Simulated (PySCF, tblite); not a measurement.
# 4,4,4‐trifluorobutan‐2‐one (C4H5F3O): infrared bands and NMR shifts

What infrared bands and NMR shifts should 4,4,4‐trifluorobutan‐2‐one (C4H5F3O) (`CC(=O)CC(F)(F)F`) show?

Programs: tblite 0.8.0 and PySCF 2.14.0, with density-fitted response routines of our own. Each step states its level of theory. These are calculated values for one molecule in the gas phase, unless marked as measured. Atoms are numbered from 0 throughout.

## 1. The starting structure

13 atoms, charge 0, multiplicity 1; geometry from: GFN2-xTB.

Bonds of the start (Å): C0–C1 1.50, C1–O2 1.20, C1–C3 1.54, C3–C4 1.52, C4–F5 1.34, C4–F6 1.34, C4–F7 1.34, C0–H8 1.09, C0–H9 1.09, C0–H10 1.09, C3–H11 1.09, C3–H12 1.09.

## 2. Vibrational analysis with GFN2-xTB

Job settings and geometry (Å):

```
{"job": {"kind": "ir", "xc": "GFN2-xTB", "basis": "xTB"}, "charge": 0, "multiplicity": 1}
C      1.532503     0.372902     0.467666
C      0.842691    -0.775101    -0.202083
O      1.324122    -1.865061    -0.334835
C     -0.557433    -0.478203    -0.762250
C     -1.450483     0.327949     0.158596
F     -1.457795    -0.136936     1.415582
F     -2.723755     0.313335    -0.262123
F     -1.097438     1.621468     0.235144
H      1.059980     0.562210     1.431127
H      1.452405     1.279796    -0.126638
H      2.577058     0.124732     0.636061
H     -1.056794    -1.425835    -0.977539
H     -0.449452     0.079230    -1.696436
```

**Question.** This job is followed by: GIAO PBE0/pcSseg-1 NMR shielding, non-relativistic, gas phase. Predict these results of the whole session: strongest single infrared mode (GFN2-xTB); zero-point energy (GFN2-xTB); 13C shifts against TMS (PBE0/pcSseg-1); 1H shifts against TMS (PBE0/pcSseg-1, means over atoms taken as alike); 17O shifts against H2O (PBE0/pcSseg-1); 19F shifts against CFCl3 (PBE0/pcSseg-1, means over atoms taken as alike).

As calculated:

```
                                                                 quantity                         value
                                strongest single infrared mode (GFN2-xTB)         1792 cm⁻¹, 338 km/mol
                                             zero-point energy (GFN2-xTB)                 54.3 kcal/mol
                                   13C shifts against TMS (PBE0/pcSseg-1)  202.3, 134.1, 53.8, 31.4 ppm
   1H shifts against TMS (PBE0/pcSseg-1, means over atoms taken as alike)                3.07, 2.43 ppm
                                   17O shifts against H2O (PBE0/pcSseg-1)                     701.9 ppm
19F shifts against CFCl3 (PBE0/pcSseg-1, means over atoms taken as alike)                     -76.7 ppm
```

In words: No mode is imaginary among the 33: a minimum at this level. The strongest single mode, at 1792 cm⁻¹, moves mainly C1 and O2. GFN2-xTB is a fitted tight-binding method: band positions and strengths are rough. Its intensities can rank the bands wrongly. C1 (ketone carbonyl carbon) lies farthest downfield among carbon, at 202.3 ppm; low-lying n→π* states of the double bond to the heteroatom give a large paramagnetic term (-264 ppm). H11, H12 (mean) (hydrogen on an sp3 CH2 α to a carbonyl) lies farthest downfield among hydrogen, at 3.07 ppm; α to C=O. At PBE0/pcSseg-1: The widest tensor belongs to O2: span 1278 ppm, with a paramagnetic part of -763 ppm.
